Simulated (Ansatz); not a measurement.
# Mg6CoSb under changes of volume

One of the cells (20.241 Å³/atom); the others are scaled copies at fixed shape and fractional positions:

```
Sb Co Mg
1.0
     4.88115    0.00000    0.00000
     0.00000    3.11361    5.32727
     0.00000   -3.11361    5.32727
Sb Co Mg
1 1 6
Direct
  0.50000 0.67279 0.67279
  0.00000 0.84218 0.84218
  0.50000 0.16925 0.16925
  0.50000 0.67500 0.14749
  0.50000 0.14749 0.67500
  0.00000 0.33401 0.33401
  0.00000 0.83797 0.32132
  0.00000 0.32132 0.83797
```

The cell comes from a database or a generator and needn't be the stable form of this composition.

- Program: Ansatz 0.2.0
- Functional: PBE
- Potentials or basis: Ansatz PAW
- Cutoff: 420 eV (not typed: the program's choice for these potentials)
- k mesh: 6 × 5 × 5
- Occupations: fermi-dirac, width 0.05 eV
- Spin: collinear spin, ferromagnetic start
- Starting moments: [0.0, 2.0, 0.0, 0.0, 0.0, 0.0, 0.0, 0.0] μB

| volume (Å³/atom) | energy over the lowest point (meV/atom) | pressure (GPa) | moment (μB per cell) | largest force (eV/Å) |
| --- | --- | --- | --- | --- |
| 19.026 | ? | ? | ? | ? |
| 19.431 | 6.16 | 2.3 | 0.78 | 0.043 |
| 19.836 | 1.78 | 1.2 | 0.88 | 0.065 |
| 20.241 | 0.00 | 0.2 | 0.96 | 0.094 |
| 20.646 | 0.59 | -0.7 | 1.03 | 0.121 |
| 21.051 | 3.32 | -1.5 | 1.09 | 0.147 |
| 21.455 | 8.00 | -2.2 | 1.15 | 0.170 |

What does the run at 19.026 Å³/atom give?

Energy over the lowest point 13.38 meV/atom; pressure 3.5 GPa; moment 0.66 μB per cell; largest force 0.062 eV/Å.

Worked out: A Birch-Murnaghan fit of order 3 (a polynomial in V^(-2/3)) to the other rows has its minimum at 20.34 Å³/atom with B0 = V·E''(V) = 46 GPa and B' = 3.8 at fixed shape and positions, which overstates the stiffness. It gives 13.40 meV/atom at 19.026 Å³/atom, against the run's 13.38, and -dE/dV = 3.5 GPa, against 3.5. A parabola through the other rows of the moment, of slope 0.266 μB per Å³/atom there, extrapolates to 0.68 μB, against the run's 0.66.

Energies are extrapolated to zero smearing.

Caveats: a cell with one magnetic atom can't hold antiferromagnetic order, which such compounds often take.
